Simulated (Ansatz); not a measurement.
# PbIBr: the cost of one run

Method: DFT, PBE, plane-wave PAW, default files, scalar-relativistic, as far as a step names no other, in Ansatz 0.2.0.

## (1) Starting point

Symmetry: Pnma, No. 62, orthorhombic system. The conventional cell has a = 8.957 Å, b = 4.518 Å, c = 10.880 Å, α = 90.00°, β = 90.00°, γ = 90.00°. Around Pb (site symmetry m) lie 3 Br at 2.97 to 3.16 Å and 2 I at 3.21 Å. I (site symmetry m) is surrounded by 2 Pb at 3.21 Å. Around Br (site symmetry m) lie 3 Pb at 2.97 to 3.16 Å.

Structure file:

```
CELL_PARAMETERS angstrom
8.95723 0.00000 0.00000
0.00000 4.51839 0.00000
0.00000 0.00000 10.87950
ATOMIC_POSITIONS crystal
Pb 0.14914 0.75000 0.84587
Pb 0.85086 0.25000 0.15413
Pb 0.35086 0.25000 0.34587
Pb 0.64914 0.75000 0.65413
I 0.99858 0.25000 0.67616
I 0.50142 0.75000 0.17616
I 0.00142 0.75000 0.32384
I 0.49858 0.25000 0.82384
Br 0.34313 0.75000 0.54951
Br 0.65687 0.25000 0.45049
Br 0.84313 0.75000 0.95049
Br 0.15687 0.25000 0.04951
```

## (2) Single point at the given positions

File input.yaml:

```yaml
crystal:
  lattice:
    - [8.957231, 0.0, 0.0]
    - [0.0, 4.518389, 0.0]
    - [0.0, 0.0, 10.879502]
  atoms:
    - { symbol: Pb, position: [0.149137, 0.75, 0.845868] }
    - { symbol: Pb, position: [0.850863, 0.25, 0.154132] }
    - { symbol: Pb, position: [0.350863, 0.25, 0.345868] }
    - { symbol: Pb, position: [0.649137, 0.75, 0.654132] }
    - { symbol: I, position: [0.998576, 0.25, 0.676162] }
    - { symbol: I, position: [0.501424, 0.75, 0.176162] }
    - { symbol: I, position: [0.001424, 0.75, 0.323838] }
    - { symbol: I, position: [0.498576, 0.25, 0.823838] }
    - { symbol: Br, position: [0.343127, 0.75, 0.549505] }
    - { symbol: Br, position: [0.656873, 0.25, 0.450495] }
    - { symbol: Br, position: [0.843127, 0.75, 0.950495] }
    - { symbol: Br, position: [0.156873, 0.25, 0.049505] }
kpoints:
  mp_grid: { grid: [3, 6, 3] }
scf:
  occupations: { method: fermi_dirac, width: 0.02 }
hamiltonian:
  xc: pbe
  pseudopotentials: { kind: paw }
output:
  forces: true
  stress: true
  populations: true
  efg:
    quadrupole_moments_barn: { I: -0.68822, Br: 0.2579 }
    contact_densities: true
```

Started as:

```sh
ansatz run input.yaml --threads 1 --pin off --max-ram 2560MiB --backend cpu --events-out ev --progress --plain --runs-dir out
```

What time and memory should one allow on 1 thread of Arm Neoverse V2, shared host?

About 47 s, with a peak of 0.95 GiB.
